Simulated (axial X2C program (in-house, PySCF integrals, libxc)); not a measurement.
**GaP⁻: properties at the nuclei**

Aim: properties at the nuclei of GaP⁻, with spin–orbit coupling in the Hamiltonian from the start.

Computed with an in-house X2C program for linear molecules on PySCF integrals. Level: two-component X2C with atomic mean-field terms, Ga dyall-acv3z, P dyall-av3z.

All values are calculated.

## 1. Set-up

The input, task.json:

```json
{"zs": [31, 15], "q": -1, "bas": ["dyall-acv3z", "dyall-av3z"], "r0": 2.19, "levels": ["PBE0", "HF", "PBE", "PBE50", "BHandHLYP"], "nst": 3}
```

Keys: zs atomic numbers; q charge; bas basis sets; r0 starting distance in Å; levels methods (HF also brings MP2); nst determinants followed.

On the command line:

```sh
$ python soeom.py task.json out
```

Further steps of the session: Expectation values, lowest determinant; Expectation values, a higher determinant; Expectation values, a higher determinant.

**Question.** What will these runs give? Wanted: lowest determinant; Eeff magnitude; Ws magnitude Ga; A∥/gI Ga; qzz Ga; higher determinant (for each run or level that gives them).

As calculated:

| quantity | value |
| --- | --- |
| lowest determinant | Ω = 1/2 (excess of +ω over −ω: ω = 1/2) |
| Eeff magnitude (GV/cm), PBE0 | 1.29 |
| Ws magnitude Ga (kHz), PBE0 | 1.14 |
| A∥/gI Ga (MHz), PBE0 | 185 |
| qzz Ga (a.u.), PBE0 | -1.02 |
| higher determinant | Ω = 3/2 (excess of +ω over −ω: ω = 3/2) |
| Eeff magnitude (GV/cm), PBE0, higher determinant | 0.0522 |
| Ws magnitude Ga (kHz), PBE0, higher determinant | 0.0178 |
| A∥/gI Ga (MHz), PBE0, higher determinant | 50.1 |
| qzz Ga (a.u.), PBE0, higher determinant | -3.48 |
| higher determinant | Ω = 7/2 (excess of +ω over −ω: ω = 1/2, 2 × ω = 3/2) |
| Eeff magnitude (GV/cm), PBE0, higher determinant | 2.14 |
| Ws magnitude Ga (kHz), PBE0, higher determinant | 0.263 |
| A∥/gI Ga (MHz), PBE0, higher determinant | 144 |
| qzz Ga (a.u.), PBE0, higher determinant | -1.11 |

In words: In the first state, the effective field runs from 0.267 to 1.79 GV/cm over the mean-field levels, so the levels don't agree on it. The expectation values come from single determinants, which for open shells can mix terms of unlike spin or miss the lowest Ω, so a determinant need not be a state. Eeff is the effective electric field on the electron dipole moment in this Ω state and Ws the scalar–pseudoscalar constant (defined with the proton number Z and per Ω); A∥ is the parallel hyperfine constant, which follows by multiplying with the nuclear g factor gI = μI/(I μN); qzz is the electric field gradient, eQq0 = 234.96 MHz × Q/barn × qzz. The operators were transformed with the bare-nucleus X2C matrices. A second determinant lies within 0.1 eV of the first, so their order is not settled at this level.
